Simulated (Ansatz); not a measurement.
The system is Co3Ir.

```
Ir Co
1.0
     3.58256    0.00000    0.00000
     0.00000    3.58256    0.00000
     0.00000    0.00000    3.58256
Ir Co
1 3
Direct
  0.00000 0.00000 0.00000
  0.50000 0.50000 0.00000
  0.50000 0.00000 0.50000
  0.00000 0.50000 0.50000
```

The cell comes from a database or a generator and needn't be the stable form of this composition.

Base run:

```yaml
Program: Ansatz 0.2.0
Functional: PBEsol
Potentials_or_basis: all-electron LAPW, scalar-relativistic
Cutoff: 291 eV
Density_cutoff: 1165 eV
Basis_error_allowed: 0.002 eV/atom
k_mesh: 8 × 8 × 8
Occupations: fermi-dirac, width 0.05 eV
Spin: collinear spin, ferromagnetic start
Starting_moments: "[0.6, 2.0, 2.0, 2.0] μB"
```

Its results: pressure -2.8 GPa; net moment 4.83 μB per cell; site moments Ir +0.50; Co +1.48 μB.

Task: The run is repeated on the same cell with these changes: functional from PBEsol to LDA. What comes out?

Result: Pressure -15.1 GPa; net moment 3.33 μB per cell; site moments Ir +0.25; Co +1.05 μB.

LDA binds more tightly than PBEsol, so the same cell stands under less pressure.

Not every run made on this cell is shown here.
